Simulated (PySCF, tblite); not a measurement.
# C₄H₉GeN: dynamics, then NMR shifts on frames, part 2 of 2

tblite 0.8.0 and PySCF 2.14.0. Atoms count from 0.

## Step 5: Nuclear shieldings: 625 fs, PBE0/pcSseg-1

The job: settings as JSON, then the geometry in Å.

```
{"job": {"kind": "nmr", "xc": "PBE0", "basis": "pcSseg-1", "pop": false}, "charge": 0, "multiplicity": 1}
C      3.221900     1.698900    -0.318700
C      1.815600     1.272200    -0.531800
C      0.692300     0.968800    -0.806500
Ge    -1.129000     0.481400    -0.906500
N     -2.136400    -0.082100     0.467600
C     -2.843800    -1.386900     0.241600
H      3.877800     1.229700    -1.003400
H      3.357700     2.812600    -0.510500
H      3.533600     1.529500     0.710000
H     -1.930100     1.595900    -1.707800
H     -1.234000    -0.771600    -1.771500
H     -1.866800     0.117400     1.435900
H     -2.535100    -1.874900    -0.707300
H     -2.522400    -2.210800     1.003400
H     -3.907100    -1.295200     0.463000
```

Method: GIAO PBE0/pcSseg-1 NMR shielding, non-relativistic, gas phase.

Log:

```text
coarse grid: 55504 points
cycle   1  E = -2288.6489654319  dE = -2.217e-01  |g| = 9.666e-01  |ddm| = 3.852e+00
cycle   2  E = -2288.6085952623  dE =  4.037e-02  |g| = 1.033e+00  |ddm| = 1.411e+00
cycle   3  E = -2288.7372781915  dE = -1.287e-01  |g| = 1.383e-01  |ddm| = 8.464e-01
cycle   4  E = -2288.7400681547  dE = -2.790e-03  |g| = 7.502e-02  |ddm| = 1.468e-01
cycle   5  E = -2288.7412066076  dE = -1.138e-03  |g| = 2.005e-02  |ddm| = 6.472e-02
cycle   6  E = -2288.7412987822  dE = -9.217e-05  |g| = 5.850e-03  |ddm| = 1.737e-02
cycle   7  E = -2288.7413063541  dE = -7.572e-06  |g| = 9.359e-04  |ddm| = 5.079e-03
final grid: 117216 points
cycle   8  E = -2288.7412692350  dE =  1.201e-08  |g| = 1.038e-03  |ddm| = 2.319e-03
cycle   9  E = -2288.7412689326  dE =  3.024e-07  |g| = 1.526e-03  |ddm| = 1.712e-03
cycle  10  E = -2288.7412694494  dE = -5.168e-07  |g| = 3.889e-04  |ddm| = 1.174e-03
cycle  11  E = -2288.7412694861  dE = -3.668e-08  |g| = 3.873e-05  |ddm| = 2.781e-04
cycle  12  E = -2288.7412694864  dE = -2.901e-10  |g| = 9.845e-06  |ddm| = 3.624e-05
converged SCF energy = -2288.7412694864

GIAO shielding tensors (ppm)
atom      isotropic    diamagn.    paramagn.     s11        s22        s33       span
  0 C      178.342     248.632     -70.290    166.416    171.127    197.483     31.067
  1 C       73.003     269.901    -196.898    -21.310    -16.895    257.215    278.525
  2 C      104.494     267.273    -162.779     15.167     21.026    277.288    262.122
  3 Ge    1408.907    2756.158   -1347.251   1275.898   1315.249   1635.576    359.678
  4 N      256.339     327.922     -71.583    210.352    260.964    297.701     87.348
  5 C      138.740     241.106    -102.365    106.770    122.024    187.427     80.657
  6 H       30.435      28.110       2.325     25.461     28.547     37.296     11.834
  7 H       28.633      24.714       3.920     23.885     26.764     35.251     11.366
  8 H       29.825      29.846      -0.021     24.872     28.063     36.540     11.668
  9 H       25.709      27.249      -1.539     18.608     21.940     36.580     17.973
 10 H       27.053      30.667      -3.614     20.714     24.172     36.275     15.561
 11 H       31.385      35.246      -3.860     21.189     30.073     42.894     21.704
 12 H       28.130      27.976       0.153     24.052     27.250     33.088      9.036
 13 H       27.313      27.636      -0.323     22.839     24.674     34.427     11.589
 14 H       28.164      25.912       2.252     23.037     25.563     35.891     12.854
```

Run time: 11 s. Hardware: 1 thread of AMD EPYC 9B45, shared host; peak memory 0.75 GiB.

In short: δ C1 113.9, C2 82.4, C5 48.2, C0 8.6, H9 6.01, H10 4.66 ppm.

## Step 6: Shielding tensors: 800 fs, PBE0/pcSseg-1

The job: settings as JSON, then the geometry in Å.

```
{"job": {"kind": "nmr", "xc": "PBE0", "basis": "pcSseg-1", "pop": false}, "charge": 0, "multiplicity": 1}
C      2.693300     0.497400     1.221400
C      1.516100     0.403200     0.344600
C      0.527700     0.378200    -0.391000
Ge    -1.206400     0.816800    -0.915500
N     -2.429700    -0.091400     0.019000
C     -2.345200    -1.536700     0.511700
H      2.868000     1.524700     1.513600
H      2.597800    -0.167600     2.131400
H      3.462900     0.196900     0.502700
H     -1.605800     2.327200    -0.648600
H     -1.166600     0.729900    -2.448900
H     -3.245100     0.461700     0.181100
H     -2.699700    -1.708600     1.495400
H     -2.861400    -2.088700    -0.234300
H     -1.327900    -1.940000     0.580900
```

With the program's defaults for keys left out, this is: GIAO PBE0/pcSseg-1 NMR shielding, non-relativistic, gas phase.

Log:

```text
coarse grid: 55504 points
cycle   1  E = -2288.6484879115  dE = -2.062e-01  |g| = 9.612e-01  |ddm| = 3.730e+00
cycle   2  E = -2288.5939352787  dE =  5.455e-02  |g| = 1.050e+00  |ddm| = 1.284e+00
cycle   3  E = -2288.7298712189  dE = -1.359e-01  |g| = 2.069e-01  |ddm| = 8.076e-01
cycle   4  E = -2288.7373381192  dE = -7.467e-03  |g| = 1.092e-01  |ddm| = 2.040e-01
cycle   5  E = -2288.7398900593  dE = -2.552e-03  |g| = 3.010e-02  |ddm| = 8.423e-02
cycle   6  E = -2288.7400979161  dE = -2.079e-04  |g| = 4.695e-03  |ddm| = 2.496e-02
cycle   7  E = -2288.7401021887  dE = -4.273e-06  |g| = 1.011e-03  |ddm| = 4.538e-03
final grid: 117216 points
cycle   8  E = -2288.7401035008  dE =  1.088e-09  |g| = 1.066e-03  |ddm| = 1.955e-03
cycle   9  E = -2288.7401034311  dE =  6.974e-08  |g| = 1.240e-03  |ddm| = 1.574e-03
cycle  10  E = -2288.7401037525  dE = -3.214e-07  |g| = 1.461e-04  |ddm| = 8.399e-04
cycle  11  E = -2288.7401037571  dE = -4.627e-09  |g| = 3.939e-05  |ddm| = 1.227e-04
cycle  12  E = -2288.7401037575  dE = -3.347e-10  |g| = 1.111e-05  |ddm| = 3.324e-05
converged SCF energy = -2288.7401037575

GIAO shielding tensors (ppm)
atom      isotropic    diamagn.    paramagn.     s11        s22        s33       span
  0 C      176.579     251.116     -74.537    161.949    174.599    193.189     31.240
  1 C       63.014     274.797    -211.783    -47.531    -32.412    268.984    316.516
  2 C       99.269     266.990    -167.722      0.580     25.682    271.544    270.965
  3 Ge    1438.820    2756.556   -1317.736   1289.539   1391.799   1635.122    345.583
  4 N      262.462     326.217     -63.755    203.291    276.179    307.916    104.625
  5 C      154.761     242.249     -87.488    130.312    137.228    196.743     66.431
  6 H       29.609      28.348       1.261     24.873     28.153     35.800     10.927
  7 H       28.487      28.378       0.108     23.611     27.076     34.772     11.161
  8 H       28.961      27.304       1.657     23.087     28.019     35.777     12.690
  9 H       25.909      28.632      -2.723     19.930     21.434     36.363     16.433
 10 H       26.554      28.706      -2.152     19.450     21.750     38.462     19.012
 11 H       32.366      32.752      -0.386     21.546     30.095     45.458     23.912
 12 H       29.650      28.975       0.675     25.186     26.943     36.822     11.636
 13 H       28.999      28.259       0.739     22.321     27.043     37.632     15.312
 14 H       28.931      31.653      -2.723     24.032     28.787     33.973      9.941
```

It took 11 s on 1 thread of AMD EPYC 9B45, shared host; peak memory 0.75 GiB.

This run: δ C1 123.9, C2 87.7, C5 32.2, C0 10.3, H9 5.81, H10 5.16 ppm.

## Step 7: NMR shieldings: 1000 fs, PBE0/pcSseg-1

The job: settings as JSON, then the geometry in Å.

```
{"job": {"kind": "nmr", "xc": "PBE0", "basis": "pcSseg-1", "pop": false}, "charge": 0, "multiplicity": 1}
C      2.475800     0.030700     1.575300
C      1.484400     0.482200     0.628500
C      0.700300     0.818600    -0.224900
Ge    -0.952500     1.232100    -1.000800
N     -2.188200     0.040900    -0.295700
C     -1.926200    -1.309200    -0.359800
H      2.728600    -1.012600     1.666000
H      3.337500     0.704100     1.421000
H      2.151300     0.484900     2.541600
H     -1.751400     2.497200    -0.560400
H     -0.692900     1.134000    -2.428400
H     -2.627500     0.381800     0.451900
H     -1.324500    -1.637700    -1.197400
H     -1.306300    -1.589200     0.493900
H     -2.821500    -1.904500    -0.312300
```

With the program's defaults for keys left out, this is: GIAO PBE0/pcSseg-1 NMR shielding, non-relativistic, gas phase.

Log:

```text
coarse grid: 55504 points
cycle   1  E = -2288.6250437722  dE =  8.616e-02  |g| = 1.002e+00  |ddm| = 3.793e+00
cycle   2  E = -2288.5550061897  dE =  7.004e-02  |g| = 1.128e+00  |ddm| = 1.587e+00
cycle   3  E = -2288.7281147997  dE = -1.731e-01  |g| = 1.716e-01  |ddm| = 9.801e-01
cycle   4  E = -2288.7330811737  dE = -4.966e-03  |g| = 8.620e-02  |ddm| = 1.853e-01
cycle   5  E = -2288.7344972205  dE = -1.416e-03  |g| = 3.090e-02  |ddm| = 7.566e-02
cycle   6  E = -2288.7347262708  dE = -2.291e-04  |g| = 5.211e-03  |ddm| = 2.683e-02
cycle   7  E = -2288.7347320231  dE = -5.752e-06  |g| = 9.511e-04  |ddm| = 5.374e-03
final grid: 117216 points
cycle   8  E = -2288.7347490427  dE = -2.282e-08  |g| = 9.781e-04  |ddm| = 3.040e-03
cycle   9  E = -2288.7347489816  dE =  6.115e-08  |g| = 1.125e-03  |ddm| = 1.555e-03
cycle  10  E = -2288.7347492483  dE = -2.667e-07  |g| = 1.780e-04  |ddm| = 8.668e-04
cycle  11  E = -2288.7347492556  dE = -7.245e-09  |g| = 3.932e-05  |ddm| = 1.581e-04
cycle  12  E = -2288.7347492559  dE = -3.370e-10  |g| = 1.101e-05  |ddm| = 3.453e-05
converged SCF energy = -2288.7347492559

GIAO shielding tensors (ppm)
atom      isotropic    diamagn.    paramagn.     s11        s22        s33       span
  0 C      182.988     248.746     -65.758    171.053    175.443    202.467     31.414
  1 C       70.902     271.225    -200.322    -29.894    -23.005    265.605    295.499
  2 C      103.549     269.015    -165.466     14.414     23.729    272.503    258.089
  3 Ge    1445.798    2757.036   -1311.238   1283.741   1475.785   1577.869    294.128
  4 N      263.991     327.761     -63.770    225.129    275.496    291.349     66.220
  5 C      158.082     247.168     -89.086    140.524    141.956    191.767     51.243
  6 H       29.822      28.990       0.832     24.937     27.527     37.001     12.063
  7 H       29.112      25.550       3.562     23.704     27.625     36.007     12.303
  8 H       28.962      27.989       0.972     23.735     27.788     35.363     11.628
  9 H       26.297      28.218      -1.920     19.691     21.997     37.204     17.513
 10 H       27.795      29.812      -2.017     20.094     22.916     40.376     20.282
 11 H       34.846      38.793      -3.948     25.080     32.228     47.230     22.151
 12 H       29.610      31.604      -1.994     25.658     27.272     35.901     10.242
 13 H       28.532      33.266      -4.735     22.589     27.236     35.770     13.181
 14 H       29.137      28.912       0.225     23.502     26.514     37.396     13.894
```

Run time: 11 s. Hardware: 1 thread of AMD EPYC 9B45, shared host; peak memory 0.87 GiB.

Key values: δ C1 116.0, C2 83.4, C5 28.8, C0 3.9, H9 5.42, H10 3.92 ppm.

## Step 8: Comparing the runs: NMR shifts

Shifts (ppm) of some atoms, chosen among heavy atoms and hydrogens apart, with basis size and wall time:

```csv
frame,C1,C2,C5,H8,H11,Ge3,N4,functions,time
250 fs,126.4,95.3,46.8,1.03,0.97,-101,45.2,171,11 s
425 fs,118.2,87.6,32.4,4.50,1.71,-112,17.0,171,11 s
625 fs,113.9,82.4,48.2,1.89,0.33,-78,11.4,171,11 s
800 fs,123.9,87.7,32.2,2.76,-0.65,-108,5.3,171,11 s
1000 fs,116.0,83.4,28.8,2.76,-3.13,-115,3.7,171,11 s
```

## Step 9: What came out

What follows sums up all 2 parts.

```
                                         quantity                                                     value
                                       thermostat                                                     600 K
                    mean temperature, second half                                                     564 K
          mean potential energy above the minimum                                                   0.90 eV
   ¹³C shifts against TMS (PBE0/pcSseg-1, 250 fs)                                126.4, 95.3, 46.8, 2.5 ppm
    ¹H shifts against TMS (PBE0/pcSseg-1, 250 fs)  5.50, 5.30, 3.82, 3.32, 2.16, 1.98, 1.28, 1.03, 0.97 ppm
⁷³Ge shifts against GeMe4 (PBE0/pcSseg-1, 250 fs)                                                  -101 ppm
   ¹⁵N shifts against NH3 (PBE0/pcSseg-1, 250 fs)                                                  45.2 ppm
                         range of the shift of N4                                           3.7 to 45.2 ppm
```

In the second half the potential energy averages 0.90 eV above the minimum; equipartition over 39 harmonic modes at 600 K would give 1.01 eV. With 15 atoms the temperature swings widely (310 to 841 K). Shifts at one fixed geometry are not the observed spectrum, which averages over the motion. Across the 5 runs the shift of N4 moves most, between 3.7 (1000 fs) and 45.2 ppm (250 fs). Spin-orbit coupling is left out, which matters for shieldings and couplings at and beside the heavy atoms.
